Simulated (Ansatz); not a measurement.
# C8H14FHfNO: up Jacob's ladder to CCSD(T)

One table from this session's results is given with a row withheld; the runs are named, their logs left out.

Computed with Ansatz 0.2.0, Gaussian basis. Level: functionals in def2-TZVPP, the program's frozen cores in correlated methods.

Plan: LDA (SPW92), PBE-D4, revPBE-D4, BLYP-D4, r2SCAN-D4, B97M-V, PBE0-D4, B3LYP-D4, r2SCANh-D4, r2SCAN0-D4, HSE06-D4, BHLYP-D4, CAM-B3LYP-D4, LC-ωPBE, ωB97X-V, ωB97M-V, B2PLYP, PBE-QIDH; CCSD(T)/def2-SVP; CCSD(T)/def2-TZVPP; MP2/def2-QZVPP; extrapolation to the limit; RPA on PBE.

### The geometry

An earlier PBE0-D4 in a triple-zeta def2 set relaxation fixed the geometry. Hf takes the def2 core potential; no spin-orbit term is included.

SMILES `C[O][Hf]1234([F])([N](C)C)[C@H]5[C@@H]1[C@@H]2[C@@H]3[C@H]54`, 26 atoms, charge 0, spin multiplicity 1.

Atoms are counted from 1 here; the program's logs count them from 0.

Bond lengths: C1–O2 1.383 Å, C1–H13 1.097 Å, C1–H14 1.096 Å, C1–H15 1.098 Å, O2–Hf3 1.929 Å, Hf3–F4 1.941 Å, Hf3–N5 2.041 Å, Hf3–C8 2.523 Å, Hf3–C9 2.538 Å, Hf3–C10 2.539 Å, Hf3–C11 2.523 Å, Hf3–C12 2.501 Å, N5–C6 1.449 Å, N5–C7 1.434 Å, C6–H16 1.099 Å, C6–H17 1.098 Å, C6–H18 1.100 Å, C7–H19 1.101 Å and more. Angles: O2–C1–H13 110.9°, O2–C1–H14 110.6°, O2–C1–H15 111.3°, H13–C1–H14 108.1°, H13–C1–H15 107.9°, H14–C1–H15 107.9°, C1–O2–Hf3 165.1°, O2–Hf3–F4 103.9°, O2–Hf3–N5 105.2°, O2–Hf3–C8 132.7°, O2–Hf3–C9 141.5°, O2–Hf3–C10 110.6°, O2–Hf3–C11 88.8°, O2–Hf3–C12 100.2°, F4–Hf3–N5 104.6°, F4–Hf3–C8 86.7°, F4–Hf3–C9 107.9°, F4–Hf3–C10 139.1° and more.

Set-up of the first run:

Contents of in.yaml:

```yaml
crystal:
  periodic: [false, false, false]
  atoms:
    - {symbol: C, position_ang: [2.824930, 1.632614, 0.638357]}
    - {symbol: O, position_ang: [1.576091, 1.064302, 0.813552]}
    - {symbol: Hf, position_ang: [0.028279, -0.085376, 0.763365]}
    - {symbol: F, position_ang: [-0.700956, 0.033135, 2.558336]}
    - {symbol: N, position_ang: [-1.325931, 0.892585, -0.408590]}
    - {symbol: C, position_ang: [-1.506688, 2.235915, 0.103588]}
    - {symbol: C, position_ang: [-2.137839, 0.662678, -1.568448]}
    - {symbol: C, position_ang: [-0.254798, -2.584486, 0.968232]}
    - {symbol: C, position_ang: [-0.810127, -2.242056, -0.279837]}
    - {symbol: C, position_ang: [0.236821, -1.781623, -1.113878]}
    - {symbol: C, position_ang: [1.436380, -1.839220, -0.378790]}
    - {symbol: C, position_ang: [1.132678, -2.324730, 0.913948]}
    - {symbol: H, position_ang: [2.789593, 2.429764, -0.113862]}
    - {symbol: H, position_ang: [3.185891, 2.067445, 1.577437]}
    - {symbol: H, position_ang: [3.559621, 0.886964, 0.306946]}
    - {symbol: H, position_ang: [-2.548938, 2.421344, 0.400544]}
    - {symbol: H, position_ang: [-0.889897, 2.415442, 0.994159]}
    - {symbol: H, position_ang: [-1.223885, 2.998592, -0.637121]}
    - {symbol: H, position_ang: [-3.208086, 0.794710, -1.347125]}
    - {symbol: H, position_ang: [-1.892381, 1.363019, -2.382069]}
    - {symbol: H, position_ang: [-2.002510, -0.349211, -1.951275]}
    - {symbol: H, position_ang: [-0.798629, -2.939407, 1.831135]}
    - {symbol: H, position_ang: [-1.854204, -2.310004, -0.547649]}
    - {symbol: H, position_ang: [0.134478, -1.435681, -2.131833]}
    - {symbol: H, position_ang: [2.412949, -1.540126, -0.730490]}
    - {symbol: H, position_ang: [1.837118, -2.466561, 1.721380]}
basis:
  gaussian: {orbitals: def2-TZVPP}
hamiltonian: {xc: lda}
output: {orbitals: {seedname: orbitals}}
```

Run with:

```console
> ansatz run in.yaml --threads 11 --pin off --events-out ev --progress --plain --max-ram 174080MiB --backend cuda --devices 0, --max-vram 75GiB
```

Steps of the session up to this table: LDA; PBE-D4 (GGA); revPBE-D4 (GGA); BLYP-D4 (GGA); r2SCAN-D4 (meta-GGA); B97M-V (meta-GGA); PBE0-D4 (hybrid); B3LYP-D4 (hybrid); r2SCANh-D4 (hybrid); r2SCAN0-D4 (hybrid); HSE06-D4 (hybrid); BHLYP-D4 (hybrid); CAM-B3LYP-D4 (range-separated); LC-ωPBE (range-separated); ωB97X-V (range-separated); ωB97M-V (range-separated); B2PLYP (double hybrid); PBE-QIDH (double hybrid).

One table of the session follows, with a row left open; its other results are not shown here.

It belongs to the step «Orbital energies across the functionals». 

```
  functional  HOMO (eV)  gap (eV)
 LDA (SPW92)      -5.04      3.97
      PBE-D4      -4.88      4.07
   revPBE-D4      -4.82      4.11
     BLYP-D4      -4.78      4.10
   r2SCAN-D4      -5.10      4.48
      B97M-V      -5.21      4.56
     PBE0-D4      -6.11      6.18
    B3LYP-D4      -5.92      5.77
  r2SCANh-D4      -5.56      5.27
  r2SCAN0-D4          ?         ?
    HSE06-D4      -5.71      5.40
    BHLYP-D4      -7.29      8.19
CAM-B3LYP-D4      -7.46      8.49
     LC-ωPBE      -8.74     10.86
     ωB97X-V      -8.44     10.37
     ωB97M-V      -8.37      9.77
```

**Question.** Estimate the row for r2SCAN0-D4.

Worked estimate for «HOMO (eV)». Against the share of exact exchange, r2SCAN-D4 (0, -5.10), r2SCANh-D4 (0.1, -5.56) give a slope of -4.60 per unit share; at 0.25 the line stands at -6.25.

The run gave: HOMO (eV): -6.27; gap (eV): 6.45. In «HOMO (eV)» the line misses by +0.02.
